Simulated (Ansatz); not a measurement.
# TiSn2O6: the cost of one run

Computed with Ansatz 0.2.0 (DFT PBE, scalar-relativistic, plane waves, PAW, unless a step's input says otherwise).

## Step 1: The starting structure

It takes space group C2/m (No. 12, monoclinic). The conventional cell has a = 15.313 Å, b = 3.207 Å, c = 5.086 Å, α = 90.00°, β = 91.96°, γ = 90.00°. Ti (site symmetry 2/m) has 6 O at 2.11 to 2.13 Å as nearest neighbours. Sn (site symmetry m) has 6 O at 2.11 to 2.15 Å as nearest neighbours. O (site symmetry m) is surrounded by 2 Ti at 2.11 Å and 1 Sn at 2.12 Å. Around O (site symmetry m) lie 3 Sn at 2.11 to 2.15 Å. Around O (site symmetry m) lie 2 Sn at 2.12 Å and 1 Ti at 2.13 Å.

Structure file:

```cif
data_structure
_symmetry_space_group_name_H-M 'P 1'
_symmetry_Int_Tables_number 1
_cell_length_a 7.8227
_cell_length_b 7.8227
_cell_length_c 5.0856
_cell_angle_alpha 91.918
_cell_angle_beta 91.918
_cell_angle_gamma 23.653
_cell_volume 124.79
loop_
_atom_site_label
_atom_site_type_symbol
_atom_site_fract_x
_atom_site_fract_y
_atom_site_fract_z
_atom_site_occupancy
Ti1 Ti 0.00000 0.00000 0.50000 1
Sn1 Sn 0.34230 0.34230 0.97989 1
Sn2 Sn 0.65770 0.65770 0.02011 1
O1 O 0.43647 0.43647 0.68507 1
O2 O 0.77481 0.77481 0.79736 1
O3 O 0.09764 0.09764 0.80853 1
O4 O 0.90236 0.90236 0.19147 1
O5 O 0.22519 0.22519 0.20264 1
O6 O 0.56353 0.56353 0.31493 1
```

The start is an ordering of an alloy on its end members' structure types: elements ordered on the sites of the TiO2 type, Sn/Ti on Ti (C2/m, No. 12).

## Step 2: A first look at the guess

File input.yaml:

```yaml
crystal:
  lattice:
    - [7.65665671, -1.60328975, 0.0]
    - [7.65665671, 1.60328975, 0.0]
    - [-0.17389576, 0.0, 5.08259541]
  atoms:
    - { symbol: Ti, position: [0.0, 0.0, 0.5], spin: 1.0 }
    - { symbol: Sn, position: [0.3423022, 0.3423022, 0.97989264] }
    - { symbol: Sn, position: [0.6576978, 0.6576978, 0.02010736] }
    - { symbol: O, position: [0.43646762, 0.43646762, 0.68506697] }
    - { symbol: O, position: [0.77481139, 0.77481139, 0.79735973] }
    - { symbol: O, position: [0.09763981, 0.09763981, 0.80853] }
    - { symbol: O, position: [0.90236019, 0.90236019, 0.19147] }
    - { symbol: O, position: [0.22518861, 0.22518861, 0.20264027] }
    - { symbol: O, position: [0.56353238, 0.56353238, 0.31493303] }
basis:
  ecutwfc: 420
kpoints:
  mp_grid: { grid: [6, 6, 4] }
hamiltonian:
  xc: pbe
scf:
  occupations: { method: gaussian, width: 0.1 }
  lower_state_search: "off"
output:
  forces: true
  stress: true
  eigenvalues: true
  populations: true
magnetization:
  spin_polarized: true
```

Run with:

```bash
ansatz run input.yaml --threads 4 --pin off --max-ram 8192MiB --backend cpu --events-out ev --progress --plain --runs-dir out
```

What time and memory should one allow on 4 threads of Intel Xeon Platinum 8375C at 2.90GHz (Ice Lake), shared host?

About 21 s, with a peak of 0.79 GiB.
